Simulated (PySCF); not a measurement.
# NbO₂: doublet, from a bent start

The task is one start of a wider search on NbO₂: the doublet, from a bent start. It is relaxed, tested by its Hessian and followed downhill if it is a saddle.

Computed with PySCF 2.14.0. Level: PBE, basis Nb def2-TZVP with ECP28, O def2-TZVP, scalar-relativistic core potentials, no spin–orbit coupling, density fitting.

## Step 1: The starting structure

3 atoms, charge 0, spin multiplicity 2.

Bond lengths: Nb1–O2 1.820 Å, Nb1–O3 1.820 Å. Angles: O2–Nb1–O3 110.0°.

```xyz
3
charge 0 multiplicity 2
Nb    0.0000    0.0000    0.0000
O     1.4909    0.0000    1.0439
O    -1.4909    0.0000    1.0439
```

## Step 2: The SCF at the typed geometry

The steps below are one call of a driver around PySCF. For each, scf.py gives the equivalent set-up of the SCF; relaxations use the driver's own optimiser. After this first run the driver tries any further starts and a stability analysis.

scf.py reads:

```python
from pyscf import gto, scf, dft
mol = gto.M(atom='''
Nb     0.000000     0.000000     0.000000
O      1.490900     0.000000     1.043900
O     -1.490900     0.000000     1.043900''',
    basis={'Nb': 'def2-TZVP', 'O': 'def2-TZVP'},
    ecp={'Nb': 'def2-TZVP'},
    charge=0, spin=1)
mf = dft.UKS(mol, xc='PBE')
mf.grids.atom_grid = (50, 194)
aux = {'Nb': 'def2-universal-JKFIT', 'O': 'def2-universal-JKFIT'}
mf = mf.density_fit(auxbasis=aux)
mf.conv_tol = 1e-08
mf.diis_space = 10
mf.max_cycle = 60
mf.init_guess = 'minao'
mf.verbose = 4
mf.kernel()
```

Command:

```
OMP_NUM_THREADS=4 python axn.py task.json out
```

Standard output:

```text
init E= -201.229965783377
[... the frontier-level lines of each cycle are left out ...]
cycle= 1 E= -205.04678689114  delta_E= -3.82  |g|= 2.56  |ddm|= 3.32
cycle= 2 E= -201.682368902631  delta_E= 3.36  |g|=  3.5  |ddm|= 4.32
cycle= 3 E= -206.947572044494  delta_E= -5.27  |g|= 1.05  |ddm|= 3.86
cycle= 4 E= -207.205605386338  delta_E= -0.258  |g|= 0.716  |ddm|= 1.45
cycle= 5 E= -207.407767019668  delta_E= -0.202  |g|= 0.114  |ddm|= 0.666
cycle= 6 E= -207.412771656431  delta_E= -0.005  |g|= 0.0454  |ddm|= 0.136
cycle= 7 E= -207.413749160038  delta_E= -0.000978  |g|= 0.0127  |ddm|= 0.0423
cycle= 8 E= -207.413834223642  delta_E= -8.51e-05  |g|= 0.00443  |ddm|= 0.0134
cycle= 9 E= -207.41385245661  delta_E= -1.82e-05  |g|= 0.00123  |ddm|= 0.00752
cycle= 10 E= -207.413854714748  delta_E= -2.26e-06  |g|= 0.000373  |ddm|= 0.00291
cycle= 11 E= -207.413855000927  delta_E= -2.86e-07  |g|= 0.000373  |ddm|= 0.00143
cycle= 12 E= -207.413855060574  delta_E= -5.96e-08  |g|= 2.89e-05  |ddm|= 0.000196
cycle= 13 E= -207.413855061001  delta_E= -4.26e-10  |g|= 6.77e-06  |ddm|= 3.6e-05
Extra cycle  E= -207.413855060473  delta_E= 5.28e-10  |g|= 3.71e-05  |ddm|= 2.17e-05
converged SCF energy = -207.413855060473  <S^2> = 0.76428732  2S+1 = 2.0142366
```

This step, with its further starts and checks, needed 12 s of wall time on 4 threads of Arm Neoverse V1, shared host.

The starts that the driver tried:

```csv
start,energy (Eh)
the minimal-basis guess,-207.413855
a thermally smeared density,-207.413855
a smeared PBE density,-207.413855
```

The test of internal stability and the other starts found no lower solution of this spin.

## Step 3: Relaxation: bent start, doublet

The program finds C2v symmetry in the start, which this walk keeps.

scf.py: that of step 2 with these lines changed.

```diff
@@ -3,3 +3,3 @@
-Nb     0.000000     0.000000     0.000000
-O      1.490900     0.000000     1.043900
-O     -1.490900     0.000000     1.043900''',
+Nb     0.000000     0.000000    -0.267375
+O      1.490900     0.000000     0.776525
+O     -1.490900     0.000000     0.776525''',
@@ -16 +15,0 @@
-mf.init_guess = 'minao'
```

The optimiser's trace:

```csv
step,energy (Eh),change (kJ/mol),largest symmetric gradient (Eh/bohr)
0,-207.413855,0.00,0.07385
1,-207.428694,-38.96,0.01672
2,-207.429659,-41.49,0.00496
3,-207.429694,-41.58,0.00057
4,-207.429694,-41.59,0.00003
```

The walk took 7.9 s.

Positions (Å) and forces (eV/Å) along the way:

```
step 0
Nb   0.000   0.000  -0.267   0.000   0.000   3.797
O    1.491   0.000   0.777  -3.194   0.000  -1.899
O   -1.491   0.000   0.777   3.194   0.000  -1.899
step 1
Nb   0.000   0.000  -0.240   0.000   0.000  -0.860
O    1.397   0.000   0.763  -0.081   0.000   0.430
O   -1.397   0.000   0.763   0.081   0.000   0.430
step 2
Nb   0.000   0.000  -0.283   0.000   0.000   0.255
O    1.352   0.000   0.784  -0.041   0.000  -0.127
O   -1.352   0.000   0.784   0.041   0.000  -0.127
step 3
Nb   0.000   0.000  -0.275   0.001   0.000  -0.029
O    1.358   0.000   0.781   0.011   0.000   0.014
O   -1.358   0.000   0.781  -0.011   0.000   0.015
step 4
Nb   0.000   0.000  -0.276  -0.001   0.000   0.002
O    1.358   0.000   0.781  -0.001   0.000   0.000
O   -1.358   0.000   0.781   0.002   0.000  -0.001
```

It settles in C2v symmetry, 41.6 kJ/mol below the start, after 4 steps: Nb–O 1.721 Å (×2); O–Nb–O 104.2°.

## Step 4: Is it a minimum? Harmonic modes

The point is checked on the finer grid, and tightened if its gradient asks for it. The Hessian and the dipole derivatives come from central differences of analytic gradients, with steps of 0.02 bohr.

scf.py: that of step 3 with these lines changed.

```diff
@@ -3,3 +3,3 @@
-Nb     0.000000     0.000000    -0.267375
-O      1.490900     0.000000     0.776525
-O     -1.490900     0.000000     0.776525''',
+Nb     0.000000     0.000000    -0.269911
+O      1.358735     0.000000     0.785689
+O     -1.358735     0.000000     0.785689''',
@@ -10 +10 @@
-mf.grids.atom_grid = (50, 194)
+mf.grids.atom_grid = (75, 302)
@@ -13 +13 @@
-mf.conv_tol = 1e-08
+mf.conv_tol = 1e-10
```

This SCF starts from the last density.

Log of the central SCF (cycles and frontier levels):

```text
init E= -207.429751741834
[... the frontier-level lines of each cycle are left out ...]
cycle= 1 E= -207.429751741807  delta_E= 2.64e-11  |g|= 8.68e-06  |ddm|= 5.28e-06
Extra cycle  E= -207.429751740988  delta_E= 8.19e-10  |g|= 4.7e-05  |ddm|= 2.48e-05
converged SCF energy = -207.429751740988  <S^2> = 0.75798492  2S+1 = 2.007969
```

The whole step took 24 s.

Geometry: C2v; Nb–O 1.721 Å (×2); O–Nb–O 104.3°.

Modes, for the most abundant isotopes:

```
symmetry  ω (cm⁻¹)  IR (km/mol)  μ (u)
      a1       352          0.5  17.86
      b2       935          191  18.74
      a1       983          101  17.93
```

All wavenumbers are real: a minimum.

Constants and moments:

| Property | Result |
| --- | --- |
| Dipole moment | 4.79 D |
| Highest occupied level | -5.07 eV |
| Lowest empty level | -3.91 eV |
| Rotational constants | 0.6358, 0.2854, 0.197 cm⁻¹ |
| Zero-point energy | 13.6 kJ/mol |
| Principal polarisabilities | 56.2, 69.0, 80.4 bohr³ |
| Atomisation energy without zero-point energy | 1501 kJ/mol |
| Principal traceless quadrupole moments about the centre of mass | -6.48, 2.89, 3.58 D Å |
| Entropy at 298.15 K and 1 bar (electronic part: spin only) | 272.4 J/(mol K) |
| Heat capacity Cp at 298.15 K | 43.4 J/(mol K) |
| Enthalpy at 298.15 K above 0 K | 11.09 kJ/mol |
| Rotational symmetry number | 2 |
| Spin squared ⟨S²⟩ | 0.758 |

Charges (e) and bond orders:

```json
{"atom": "Nb1", "Mulliken": "0.98", "Löwdin": "0.51", "polar tensor": "1.41", "spin (Mulliken)": "1.12", "Mayer order to Nb1": "–"}
{"atom": "O2,3", "Mulliken": "-0.49", "Löwdin": "-0.25", "polar tensor": "-0.71", "spin (Mulliken)": "-0.06", "Mayer order to Nb1": "2.17"}
```

Mulliken populations on Nb1 (outside its core potential): s 2.59, p 6.18, d 3.19, f 0.07.

## Step 5: Outcome

```
                                          quantity                             value
                                           minimum                      doublet, C2v
                                          geometry  Nb–O 1.721 Å (×2); O–Nb–O 104.3°
                                wavenumbers (cm⁻¹)      352 (a1), 935 (b2), 983 (a1)
                                     dipole moment                            4.79 D
highest occupied, lowest empty level (either spin)                   -5.07, -3.91 eV
                        polar-tensor charge of Nb1                           +1.41 e
                                 zero-point energy                       13.6 kJ/mol
                               entropy at 298.15 K                   272.4 J/(mol K)
         atomisation energy (no zero-point energy)                       1501 kJ/mol
                                              ⟨S²⟩                             0.758
```

In words: The bent start keeps its C2v symmetry and ends in a minimum. In the infrared the band at 935 cm⁻¹ (b2, stretch) leads. Most of the spin sits on Nb1 (Mulliken spin 1.12, against 1 for the whole molecule). Only this shape and spin were tried, so other structures or states may lie lower. One determinant may miss the lowest occupation of an open d or f shell.

The search up to here took 44 s.
